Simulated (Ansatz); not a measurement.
# GaNHO+ (triplet): wave-function methods side by side, cc-pVDZ

An exercise on one series of results from a longer session: the logs are not shown, and one member is left open.

Program: Ansatz 0.2.0, Gaussian basis. Level of theory: cc-pVDZ, core rule «outside noble gas», up to 16 orbitals frozen. These are calculated values, not measurements.

The runs, in order: UHF; CCSD(T) on ROHF; CCSD(T) on UHF; BCCD(T) on ROHF; CISD; CCSDT(Q) on ROHF; CCSDT(Q) on UHF.

20 further runs of the same task are left out: 8 that didn't finish, 12 set aside as unsound or not needed.

### The geometry

The geometry is a PBE0/def2-TZVP stationary point (not a proven minimum) of the parent state, kept for this charge and spin. No spin-orbit coupling is included. The filled d shell of Ga may be among the frozen orbitals whatever the setting's name suggests; the logs give the count.

4 atoms, charge 1, spin multiplicity 3.

Atoms are counted from 1 here; the program's logs count them from 0.

Bond lengths: N1–Ga2 1.824 Å, N1–H4 1.026 Å, Ga2–O3 1.646 Å. Angles: Ga2–N1–H4 110.7°, N1–Ga2–O3 174.4°.

The first run:

in.yaml

```yaml
crystal:
  periodic: [false, false, false]
  atoms:
    - {symbol: N, position_ang: [0.000002, -0.305202, 1.208781]}
    - {symbol: Ga, position_ang: [-0.000020, -0.148364, -0.607989]}
    - {symbol: O, position_ang: [0.000006, -0.166513, -2.253636]}
    - {symbol: H, position_ang: [0.000012, 0.620079, 1.652845]}
basis:
  gaussian: {orbitals: cc-pVDZ}
total_charge: 1
magnetization: {spin_polarized: true, initial_magnetization: 2}
hamiltonian: {xc: hf}
output: {orbitals: {seedname: orbitals}}
```

Command:

```console
$ ansatz run in.yaml --threads 1 --pin off --events-out ev --progress --plain --max-ram 2393MiB
```

Among the steps run: UHF; CCSD(T) on ROHF; CCSD(T) on UHF; BCCD(T) on ROHF; CISD; CCSDT(Q) on ROHF; CCSDT(Q) on UHF.

One table of the session follows, with a row left open; its other results are not shown here.

```
   method  from UCCSDT(Q) (kcal/mol)
     ROHF                    +228.18
      UHF                    +223.23
     RMP2                     +25.75
     UMP2                     +25.84
    RCCSD                          ?
    UCCSD                      +7.57
 RCCSD(T)                      +1.82
 UCCSD(T)                      +1.78
  BCCD(T)                      +1.80
   RCCSDT                      +0.82
   UCCSDT                      +0.77
RCCSDT(Q)                      +0.15
UCCSDT(Q)                          0
```

Estimate the missing values for RCCSD.

As computed: from UCCSDT(Q) (kcal/mol): +7.68. In the column «from UCCSDT(Q) (kcal/mol)» it lies between UCCSD (+7.57) and RMP2 (+25.75).

Not comparable, so not listed: CISD (they don't share determinant, frozen orbitals or solution with the rows shown, or repeat one).

To keep in mind: Restricted and unrestricted rows rest on different reference determinants; where their highest levels disagree by more than a few hundredths of an eV, they describe different states and don't form one ladder.
